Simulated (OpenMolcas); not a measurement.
# N: CASSCF and CASPT2 terms and fine-structure levels

Wanted: the level scheme of N from active-space wave functions, then second-order correlation under several settings.

Program: OpenMolcas 26.06. Level of theory: state-averaged CASSCF and CASPT2, spin-orbit coupling by RASSI with atomic mean-field integrals. These are calculated values, not measurements, unless marked.

1 further run of the same task is left out (set aside as unsound or not needed).

**1. The system**

* Species: N (nitrogen, Z = 7, 7 electrons)
* Basis: ANO-RCC-VTZP [4s3p2d1f], 30 functions
* Scalar Hamiltonian: DKH2, point nucleus
* Inactive shells: 1s
* Active space: 5 electrons in 4 orbitals (2s 2p)
* Some configurations of this space: 2p5, 2s 2p4, 2s2 2p3
* Orbitals: optimised for each spin and parity, averaged over the low roots

Outer shells as boxes (Hund's rule):

2p5
```
2p [↑↓][↑↓][↑ ]
```

2s 2p4
```
2s [↑ ]
2p [↑↓][↑ ][↑ ]
```

2s2 2p3
```
2s [↑↓]
2p [↑ ][↑ ][↑ ]
```

The work runs as a chain of OpenMolcas steps in one folder; each step below is one input file. Labels, J, g values, rates, χT and fits are worked out afterwards by a script from the matrices that RASSI stores.

**2. One- and two-electron integrals**

Contents of a.inp:

```
&GATEWAY
Coord
1

N 0.0 0.0 0.0
Basis=ANO-RCC-VTZP
Group=XYZ
NoMove
AngMom=0.0 0.0 0.0
AMFI
&SEWARD
```

**3. Reference wave functions, quartets of odd parity, 1 root**

Contents of a.inp:

```
&RASSCF
FileOrb=start.orb
Symmetry=2
Spin=4
nActEl=5 0 0
Inactive=1 0
Ras2=1 3
CIRoot=1 1 1
SDav=1
CIMx=300
Iter=120 100
PrWF=0.3
OrbListing=Nothing
MaxOrb=0
Atom
>>> COPY $Project.JobIph JOB001
```

start.orb holds the contracted functions of the basis, ordered by shell, or the orbitals of the step before.

**4. Reference wave functions, doublets of odd parity, 8 roots**

Contents of a.inp:

```
&RASSCF
FileOrb=start.orb
Symmetry=2
Spin=2
nActEl=5 0 0
Inactive=1 0
Ras2=1 3
CIRoot=8 8 1
SDav=11
CIMx=300
Iter=120 100
PrWF=0.3
OrbListing=Nothing
MaxOrb=0
Atom
>>> COPY $Project.JobIph JOB002
```

**5. CASSCF: quartets of even parity, 3 roots**

Contents of a.inp:

```
&RASSCF
FileOrb=start.orb
Symmetry=1
Spin=4
nActEl=5 0 0
Inactive=1 0
Ras2=1 3
CIRoot=3 3 1
SDav=3
CIMx=300
Iter=120 100
PrWF=0.3
OrbListing=Nothing
MaxOrb=0
Atom
>>> COPY $Project.JobIph JOB003
```

**6. State interaction with spin-orbit coupling**

Contents of a.inp:

```
&RASSI
NrOfJobIphs=3 1 8 3
1
1 2 3 4 5 6 7 8
1 2 3
IphNames
JOB001
JOB002
JOB003
EJob
SpinOrbit
DIPRint=1.0
SOCoupling=1000.0
Subsets=2
MEES
Property=10
'ANGMOM' 1 'ANGMOM' 2 'ANGMOM' 3 'MLTPL  1' 1 'MLTPL  1' 2 'MLTPL  1' 3
'AMFI' 1 'AMFI' 2 'AMFI' 3 'MLTPL  2' 6
SOProperty=3
'ANGMOM' 1 'ANGMOM' 2 'ANGMOM' 3
```

**7. CASPT2: IPEA 0.25, imaginary shift 0.1 (closed shells correlated: 1s)**

Contents of a.inp:

```
>>> COPY JOB001 $Project.JobIph
&CASPT2
Multistate=1 1
Frozen=0 0
IPEA=0.25
Imaginary=0.1
MaxIter=60
WThr=0.0 0.3 0.05
PrWF=0.5
NoMix
>>> COPY JOB002 $Project.JobIph
&CASPT2
Multistate=8 1 2 3 4 5 6 7 8
Frozen=0 0
IPEA=0.25
Imaginary=0.1
MaxIter=60
WThr=0.0 0.3 0.05
PrWF=0.5
NoMix
>>> COPY JOB003 $Project.JobIph
&CASPT2
Multistate=3 1 2 3
Frozen=0 0
IPEA=0.25
Imaginary=0.1
MaxIter=60
WThr=0.0 0.3 0.05
PrWF=0.5
NoMix
```

**8. CASPT2: IPEA 0, imaginary shift 0.1 (closed shells correlated: 1s)**

Edit a.inp of step 7 so:

```diff
@@ -4,3 +4,3 @@
 Frozen=0 0
-IPEA=0.25
+IPEA=0.0
 Imaginary=0.1
@@ -14,3 +14,3 @@
 Frozen=0 0
-IPEA=0.25
+IPEA=0.0
 Imaginary=0.1
@@ -24,3 +24,3 @@
 Frozen=0 0
-IPEA=0.25
+IPEA=0.0
 Imaginary=0.1
```

**9. CASPT2: IPEA 0.25, imaginary shift 0.1 (closed shells correlated: 1s), extended multistate**

Edit a.inp of step 8 so:

```diff
@@ -4,3 +4,3 @@
 Frozen=0 0
-IPEA=0.0
+IPEA=0.25
 Imaginary=0.1
@@ -12,5 +12,5 @@
 &CASPT2
-Multistate=8 1 2 3 4 5 6 7 8
+XMultistate=8 1 2 3 4 5 6 7 8
 Frozen=0 0
-IPEA=0.0
+IPEA=0.25
 Imaginary=0.1
@@ -22,5 +22,5 @@
 &CASPT2
-Multistate=3 1 2 3
+XMultistate=3 1 2 3
 Frozen=0 0
-IPEA=0.0
+IPEA=0.25
 Imaginary=0.1
```

**10. CASPT2: IPEA 0.25, real shift 0.2 (closed shells correlated: 1s)**

Contents of a.inp:

```
>>> COPY JOB001 $Project.JobIph
&CASPT2
Multistate=1 1
Frozen=0 0
IPEA=0.25
Shift=0.2
MaxIter=60
WThr=0.0 0.3 0.05
PrWF=0.5
NoMix
>>> COPY JOB002 $Project.JobIph
&CASPT2
Multistate=8 1 2 3 4 5 6 7 8
Frozen=0 0
IPEA=0.25
Shift=0.2
MaxIter=60
WThr=0.0 0.3 0.05
PrWF=0.5
NoMix
>>> COPY JOB003 $Project.JobIph
&CASPT2
Multistate=3 1 2 3
Frozen=0 0
IPEA=0.25
Shift=0.2
MaxIter=60
WThr=0.0 0.3 0.05
PrWF=0.5
NoMix
```

(Steps that only read results are left out.)

Before running it: what results should come out? Wanted: lowest level; first excited level; strongest of the lines computed, by gA, at SS-CASPT2 energies.

As calculated:

| quantity | value |
| --- | --- |
| method | SS-CASPT2, IPEA 0.25, imaginary shift 0.1 (closed shells correlated: 1s) |
| lowest level | 2s2 2p3 4S* 3/2, 100 % of that term, g = 2.002 |
| ground level listed by NIST | 4S°3/2 |
| first excited level | 2s2 2p3 2D* 3/2 at 19720 cm-1 |
| strongest of the lines computed, by gA, at SS-CASPT2 energies | 2s 2p4 4P 5/2 → 2s2 2p3 4S* 3/2, 113 nm, A = 8.56e+08 s⁻¹ |

What each method costs and misses:

```
                                            method  time of its own steps  time with the reference  mean absolute difference from the measured levels (cm-1)
                                         A. CASSCF                  5.1 s                    5.1 s                                                      2600
 B. SS-CASPT2, IPEA 0.25, imaginary shift 0.1, +1s                 0.94 s                      6 s                                                       410
    C. SS-CASPT2, IPEA 0, imaginary shift 0.1, +1s                 0.84 s                    5.9 s                                                       600
D. XMS-CASPT2, IPEA 0.25, imaginary shift 0.1, +1s                 0.79 s                    5.9 s                                                       970
      E. SS-CASPT2, IPEA 0.25, real shift 0.2, +1s                 0.89 s                      6 s                                                       460
```

Times are of one thread on a shared host.

**Reading.** Second-order correlation (method B) scales the levels of the lowest configuration above 5000 cm⁻¹ by 0.86 to 0.96. Method B lies closest to the measured levels (410 cm⁻¹ on average) and A farthest (2600). Only the configurations of the active space and the roots asked for are present. Not all states of the active space went into the spin-orbit step. CASPT2 does not keep the components of a term degenerate, and the means are used. Levels of other configurations are missing from the list.
